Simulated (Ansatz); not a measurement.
# TiAl: a trigonal deformation path

An exercise on one series of results from a longer session: the logs are not shown, and one member is left open.

Method: DFT PBEsol, scalar-relativistic, plane waves, PAW, in Ansatz 0.2.0.

**The structure to begin with**

Symmetry: Pm-3m, No. 221, cubic system. The conventional cell has a = 3.179 Å, b = 3.179 Å, c = 3.179 Å, α = 90.00°, β = 90.00°, γ = 90.00°. Around Ti (site symmetry m-3m) lie 8 Al at 2.75 Å. Al (site symmetry m-3m) is surrounded by 8 Ti at 2.75 Å.

Structure file:

```
Ti Al
1.0
     3.17906    0.00000    0.00000
     0.00000    3.17906    0.00000
     0.00000    0.00000    3.17906
Ti Al
1 1
Direct
  0.00000 0.00000 0.00000
  0.50000 0.50000 0.50000
```

It goes back to an entry of the Materials Project, which need not be the stable form.

No relaxation comes first: the listed cell is the starting point.

The first run:

At fixed volume and fractional coordinates, lengths along (0.577, 0.577, 0.577) are scaled against those across it; ρ is that ratio over its starting value.

The input, input.yaml:

```yaml
crystal:
  lattice:
    - [3.3378080438, -0.6675616088, -0.6675616088]
    - [-0.6675616088, 3.3378080438, -0.6675616088]
    - [-0.6675616088, -0.6675616088, 3.3378080438]
  atoms:
    - { symbol: Ti, position: [0.0, 0.0, 0.0] }
    - { symbol: Al, position: [0.5, 0.5, 0.5] }
basis:
  ecutwfc: 420
kpoints:
  mp_grid: { grid: [16, 16, 16] }
hamiltonian:
  xc: pbesol
scf:
  occupations: { method: gaussian, width: 0.15 }
output:
  forces: true
  stress: true
  eigenvalues: true
  write_density: true
  write_potential: true
  elf: true
  volumetric_format: npy
```

On the command line:

```bash
$ ansatz run input.yaml --threads 1 --pin off --max-ram 2560MiB --backend cpu --events-out ev --progress --plain --runs-dir out
```

Steps of the session up to this table: Point ρ = 0.500; At ρ = 2.000; ρ = 0.710; Point ρ = 1.410; ρ = 0.600; ρ = 0.850; At ρ = 1.200; Point ρ = 1.700; At ρ = 0.930; Point ρ = 1.080.

One of the session's tables, all rows but one given; the rest of the session is left out.

```
    ρ  ΔE (meV/atom)  pressure (GPa)
0.500         5737.3            69.9
0.600         2753.2            37.9
0.710         1091.8            15.1
0.850              ?               ?
0.930           30.9            -1.7
1.000            0.0            -2.4
1.080           20.6            -1.7
1.200           93.1             1.0
1.410          259.5             5.7
1.700          507.1             9.9
2.000          596.1            11.7
```

Q: Estimate the row for ρ = 0.850 from the others.

Worked estimate for «ΔE (meV/atom)». A straight line through the neighbours (0.710, 1091.8) and (0.930, 30.9) gives 1091.8 + (30.9 − 1091.8) × (0.850 − 0.710) / (0.930 − 0.710) = 416.7; a parabola fitted to 4 rows on both sides gives 90.2.

**Answer.** ΔE (meV/atom): 194.0; pressure (GPa): 1.5. In «ΔE (meV/atom)» the line misses by +222.7 and the parabola by -103.8.
